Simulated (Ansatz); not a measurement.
Write a Python script for the Python package of Ansatz (0.2.0) that makes a point defect in a supercell of InP, space group F-43m. Use (first run): PBE, PAW, cutoff 420 eV, 2×2×2 k-points, Gaussian smearing of 0.02 eV.

Input file `inp.extxyz`:
```text
2
Lattice="0.0 2.9305 2.9305 2.9305 0.0 2.9305 2.9305 2.9305 0.0" Properties=species:S:1:pos:R:3 pbc="T T T"
In    0.00000000    0.00000000    0.00000000
P     1.46525000    1.46525000    1.46525000
```

`inp_defect.py`:
```python
import ansatz
import numpy as np


def main() -> None:
    inp = ansatz.Crystal.from_extxyz("inp.extxyz")
    host = inp.supercell(2, 2, 2)
    defective = host.vacancy("P", at=[0.25, 0.25, 0.25])

    def prepare(structure):
        return (
            structure.calculation()
            .functional("PBE")
            .basis(420)
            .kpoints(2, 2, 2, center="gamma")
            .occupations("gaussian", width=0.02)
            .band_table()
        )


    perfect = prepare(host).run().report
    base = prepare(defective).forces()
    result = base.run()
    summary = result.report

    n_host, n_defect = len(perfect["lattice"]["sites"]), len(summary["lattice"]["sites"])
    print(f"perfect cell: {n_host} atoms, F = {perfect['free_energy_ev']:.4f} eV")
    print(f"defect cell:  {n_defect} atoms, F = {summary['free_energy_ev']:.4f} eV")
    print(f"difference {summary['free_energy_ev'] - perfect['free_energy_ev']:.4f} eV (no chemical potentials)")

    for site in result.lattice.sites:
        print(f"{site.symbol:2s}", " ".join(f"{v:8.4f}" for v in site.position_ang))

    pull = np.linalg.norm(summary["forces_ev_ang"], axis=1)
    for atom in np.argsort(-pull)[:5]:
        print(f"force on {result.lattice.sites[atom].symbol}{atom}: {pull[atom]:.3f} eV/A")


if __name__ == "__main__":
    main()
```

```console
$ python inp_defect.py
perfect cell: 16 atoms, F = -50830.9797 eV
defect cell:  15 atoms, F = -50073.4789 eV
difference 757.5009 eV (no chemical potentials)
In   0.0000   0.0000   0.0000
In   2.9305   2.9305   0.0000
P    4.3957   4.3957   1.4652
In   2.9305   0.0000   2.9305
P    4.3957   1.4652   4.3957
In   5.8610   2.9305   2.9305
P    7.3262   4.3957   4.3957
In   0.0000   2.9305   2.9305
P    1.4652   4.3957   4.3957
In   2.9305   5.8610   2.9305
P    4.3957   7.3262   4.3957
In   2.9305   2.9305   5.8610
P    4.3957   4.3957   7.3262
In   5.8610   5.8610   5.8610
P    7.3262   7.3262   7.3262
force on In0: 0.712 eV/A
force on In3: 0.712 eV/A
force on In7: 0.712 eV/A
force on In1: 0.712 eV/A
force on In5: 0.037 eV/A
```

Caveats:
- Total energies depend on the potentials; only differences at equal settings carry meaning. A total without «per atom» is that of the cell as typed.
- Extra carriers fill band states at a few k-points, so forces and energy hang on the mesh.
- Of the deposited cell: the entry's cell lengths or inner coordinates differ somewhat from later room-temperature determinations.
- The atoms stand at ideal sites; relaxing them can change energy and levels by an eV or more.
- The difference holds no chemical potentials.
- The structure is a deposited one; some such entries were measured under pressure or heat, so a shift against it needn't be the functional's error alone.
- The supercell is small, so the defect meets its images and the energies aren't those of an isolated defect; a partly filled defect level may also lower its energy by spin or distortion. For a charged cell the difference holds no correction, alignment or term for the electrons' reservoir.
- Hardware and time: 9.1 s on 1 thread of Intel(R) Xeon(R) Processor @ 2.30GHz, on a shared host, peak memory 0.83 GiB.
